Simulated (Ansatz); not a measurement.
**C₃H₇BFN: up Jacob's ladder to CCSD(T)**

An exercise on one series of results from a longer session: the logs are not shown, and one member is left open.

Computed with Ansatz 0.2.0, Gaussian basis. Level: functionals in def2-TZVPP, the program's frozen cores in correlated methods.

The runs, in order: LDA (SPW92), PBE-D4, revPBE-D4, BLYP-D4, r2SCAN-D4, B97M-V, PBE0-D4, B3LYP-D4, r2SCANh-D4, r2SCAN0-D4, HSE06-D4, BHLYP-D4, CAM-B3LYP-D4, LC-ωPBE, ωB97X-V, ωB97M-V, B2PLYP, PBE-QIDH; CCSD(T)/def2-SVP; CCSD(T)/def2-TZVPP; MP2/def2-QZVPP; extrapolation to the limit; RPA on PBE.

### Structure used throughout

The geometry comes from an earlier relaxation with PBE0-D4 in a triple-zeta def2 set; it is a stationary point, not always the lowest conformer.

SMILES `BC(=C)NCF`, 13 atoms, charge 0, spin multiplicity 1.

Atoms are counted from 1 here; the program's logs count them from 0.

Bond lengths: B1–C2 1.535 Å, B1–H7 1.193 Å, B1–H8 1.200 Å, C2–C3 1.350 Å, C2–N4 1.389 Å, C3–H9 1.081 Å, C3–H10 1.085 Å, N4–C5 1.395 Å, N4–H11 1.005 Å, C5–F6 1.401 Å, C5–H12 1.091 Å, C5–H13 1.094 Å. Angles: C2–B1–H7 119.4°, C2–B1–H8 120.5°, H7–B1–H8 120.0°, B1–C2–C3 117.6°, B1–C2–N4 118.9°, C3–C2–N4 123.4°, C2–C3–H9 118.9°, C2–C3–H10 123.7°, H9–C3–H10 117.4°, C2–N4–C5 123.4°, C2–N4–H11 116.0°, C5–N4–H11 117.6°, N4–C5–F6 113.2°, N4–C5–H12 110.0°, N4–C5–H13 110.3°, F6–C5–H12 106.6°, F6–C5–H13 106.0°, H12–C5–H13 110.6°.

As a file:

```mol
C3H7BFN
  3D, bonds by distance, orders not assigned

 13 12  0  0  0  0  0  0  0  0999 V2000
   -0.1442   -2.0798   -0.1756 B   0  0
    0.1586   -0.5956    0.0733 C   0  0
    1.4300   -0.2606    0.3815 C   0  0
   -0.8564    0.3363   -0.1030 N   0  0
   -0.6697    1.7116    0.0406 C   0  0
    0.0648    2.2817   -1.0075 F   0  0
    0.6679   -2.9015    0.1218 H   0  0
   -1.1727   -2.4133   -0.6954 H   0  0
    2.1400   -1.0472    0.5938 H   0  0
    1.7934    0.7613    0.4110 H   0  0
   -1.6500    0.0279   -0.6371 H   0  0
   -1.6348    2.2199    0.0580 H   0  0
   -0.1066    1.9244    0.9535 H   0  0
  1  2  8  0
  2  3  8  0
  2  4  8  0
  4  5  8  0
  5  6  8  0
  1  7  8  0
  1  8  8  0
  3  9  8  0
  3 10  8  0
  4 11  8  0
  5 12  8  0
  5 13  8  0
M  END
```

Set-up of the first run:

The input, in.yaml:

```yaml
crystal:
  periodic: [false, false, false]
  atoms:
    - {symbol: B, position_ang: [-0.144250, -2.079818, -0.175554]}
    - {symbol: C, position_ang: [0.158614, -0.595568, 0.073269]}
    - {symbol: C, position_ang: [1.429992, -0.260560, 0.381512]}
    - {symbol: N, position_ang: [-0.856418, 0.336302, -0.102983]}
    - {symbol: C, position_ang: [-0.669677, 1.711562, 0.040602]}
    - {symbol: F, position_ang: [0.064838, 2.281678, -1.007500]}
    - {symbol: H, position_ang: [0.667914, -2.901466, 0.121776]}
    - {symbol: H, position_ang: [-1.172703, -2.413270, -0.695394]}
    - {symbol: H, position_ang: [2.140048, -1.047195, 0.593798]}
    - {symbol: H, position_ang: [1.793438, 0.761260, 0.411031]}
    - {symbol: H, position_ang: [-1.649979, 0.027866, -0.637099]}
    - {symbol: H, position_ang: [-1.634835, 2.219896, 0.058003]}
    - {symbol: H, position_ang: [-0.106582, 1.924414, 0.953539]}
basis:
  gaussian: {orbitals: def2-TZVPP}
hamiltonian: {xc: lda}
output: {orbitals: {seedname: orbitals}}
```

Steps of the session up to this table: LDA; PBE-D4 (GGA); revPBE-D4 (GGA); BLYP-D4 (GGA); r2SCAN-D4 (meta-GGA); B97M-V (meta-GGA); PBE0-D4 (hybrid); B3LYP-D4 (hybrid); r2SCANh-D4 (hybrid); r2SCAN0-D4 (hybrid); HSE06-D4 (hybrid); BHLYP-D4 (hybrid); CAM-B3LYP-D4 (range-separated); LC-ωPBE (range-separated); ωB97X-V (range-separated); ωB97M-V (range-separated); B2PLYP (double hybrid); PBE-QIDH (double hybrid).

One of the session's tables, all rows but one given; the rest of the session is left out.

It belongs to the step «Frontier levels by functional». 

| functional | HOMO (eV) | LUMO (eV) | gap (eV) |
| --- | --- | --- | --- |
| LDA (SPW92) | -5.87 | -3.22 | 2.65 |
| PBE-D4 | -5.66 | -2.93 | 2.72 |
| revPBE-D4 | -5.57 | -2.82 | 2.75 |
| BLYP-D4 | -5.50 | -2.77 | 2.73 |
| r2SCAN-D4 | -5.81 | -2.67 | 3.14 |
| B97M-V | -5.87 | -2.71 | 3.16 |
| PBE0-D4 | -6.71 | -1.99 | 4.72 |
| B3LYP-D4 | -6.51 | -2.19 | 4.32 |
| r2SCANh-D4 | ? | ? | ? |
| r2SCAN0-D4 | -6.84 | -1.84 | 4.99 |
| HSE06-D4 | -6.31 | -2.37 | 3.94 |
| BHLYP-D4 | -7.64 | -0.95 | 6.69 |
| CAM-B3LYP-D4 | -7.98 | -0.90 | 7.08 |
| LC-ωPBE | -9.26 | 0.24 | 9.50 |
| ωB97X-V | -8.92 | 0.17 | 9.09 |
| ωB97M-V | -8.87 | -0.02 | 8.85 |

**Question.** Estimate the row for r2SCANh-D4.

Worked estimate for «HOMO (eV)». Against the share of exact exchange, r2SCAN-D4 (0, -5.81), r2SCAN0-D4 (0.25, -6.84) give a slope of -4.12 per unit share; at 0.1 the line stands at -6.22.

**Answer.** HOMO (eV): -6.22; LUMO (eV): -2.34; gap (eV): 3.88. In «HOMO (eV)» the line misses by 0.00.
